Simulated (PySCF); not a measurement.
# C4H6OSi: the cost of one run

Programs: PySCF 2.14.0, with density-fitted response routines of our own. Each step states its level of theory. These are calculated values for one molecule in the gas phase, unless marked as measured. Atoms count from 0, in the outputs and in this text.

## Step 1: The starting structure

12 atoms, charge 0, multiplicity 1; geometry from: GFN2-xTB. The atoms were then displaced at random by about 0.01 Å, so the start is not that level's minimum.

Bonds of the start (Å): Si0–C1 1.90, C1–C2 1.37, C2–C3 1.36, C3–C4 1.37, C4–O5 1.34, O5–C1 1.35, Si0–H6 1.48, Si0–H7 1.44, Si0–H8 1.47, C2–H9 1.09, C3–H10 1.11, C4–H11 1.05.

## Step 2: Optimising the geometry at PBE0-D3(BJ)/def2-SVP

The job: settings as JSON, then the geometry in Å.

```
{"job": {"xc": "PBE0", "basis": "def2-SVP", "d3": "d3bj", "grid": 1, "shake": 0.01, "kind": "geom"}, "charge": 0, "multiplicity": 1}
Si     2.160330     0.048370    -0.202080
C      0.270630     0.003420    -0.048000
C     -0.600050     0.039200     1.014230
C     -1.856670    -0.042560     0.498860
C     -1.745700    -0.131570    -0.859350
O     -0.451820    -0.089300    -1.190310
H      2.523960     1.236330    -1.011280
H      2.628380    -1.142960    -0.865070
H      2.685610     0.187950     1.165080
H     -0.302510     0.116310     2.064020
H     -2.818370    -0.049970     1.060480
H     -2.454110    -0.203490    -1.635600
```

Started as:

```sh
OMP_NUM_THREADS=1 python probes_run.py task.json out
```

This one command runs all jobs of the session in turn.

**Question.** How long does this first job take on 1 thread of Arm Neoverse V2, shared host, and how much memory does it need?

About 27 s, with a peak of 0.51 GiB.
